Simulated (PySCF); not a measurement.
**The bond of CuCl, level by level**

An exercise on one series of results from a longer session: the logs are not shown, and one member is left open.

Method: Cu def2-TZVPP, Cl def2-TZVPP, no relativity; program: PySCF 2.14.0.

The first run:

Settings of the job:

* atoms: Cu, Cl
* charge: 0
* basis: Cu def2-TZVPP, Cl def2-TZVPP
* Hamiltonian: no relativity
* basis functions: 106
* electrons treated: 46
* masses in u: 62.9296, 34.9689
* levels: PBE0, PBE, r²SCAN, BP86, M06-2X, r²SCANh, M06-L, ωB97X, HF, MP2, SCS-MP2, CCSD, CCSD(T)
* grid: 80 radial by 434 angular points
* occupations: held fixed by the projection of orbital angular momentum
* dissociation limit: Cu + Cl, each in its ground configuration
* starting distance in angstrom: 2.105
* values of 2S to try: 0, 2, 4

On the command line:

```
$ OMP_NUM_THREADS=2 python dia.py task.json out
```

Steps of the session up to this table: Input; PBE0 along the bond; Other states along the same grid; PBE (GGA); r²SCAN (meta-GGA); BP86; M06-2X; r²SCANh (hybrid meta-GGA); M06-L (meta-GGA); ωB97X (range-separated hybrid); RHF (mean field); Adding correlation.

One of the session's tables, all rows but one given; the rest of the session is left out.

Energy (eV) from each level's lowest point:

```
R (Å)    RHF  RHF-MP2  RHF-SCS-MP2  RHF-CCSD  RHF-CCSD(T)
1.790  1.420    0.756        0.887       n/a          n/a
1.874  0.759    0.303        0.390     0.473        0.431
1.957  0.347    0.073        0.121     0.167        0.145
2.019  0.159    0.004        0.027     0.048        0.038
2.082  0.049    0.000        0.000     0.000        0.000
2.144  0.000    0.045        0.024     0.006        0.014
2.228      ?        ?            ?         ?            ?
2.332  0.096    0.362        0.294     0.232        0.259
2.457  0.280    0.657        0.564     0.482        0.516
2.623  0.592    1.083        0.966       n/a          n/a
```

Q: Estimate the row for R (Å) = 2.228 from the others.

Worked estimate for «RHF». A straight line through the neighbours (2.144, 0.000) and (2.332, 0.096) gives 0.000 + (0.096 − 0.000) × (2.228 − 2.144) / (2.332 − 2.144) = 0.043; a parabola fitted to 4 rows on both sides gives 0.014.

As computed: RHF: 0.006; RHF-MP2: 0.159; RHF-SCS-MP2: 0.115; RHF-CCSD: 0.075; RHF-CCSD(T): 0.094. In «RHF» the line misses by +0.037 and the parabola by +0.008.
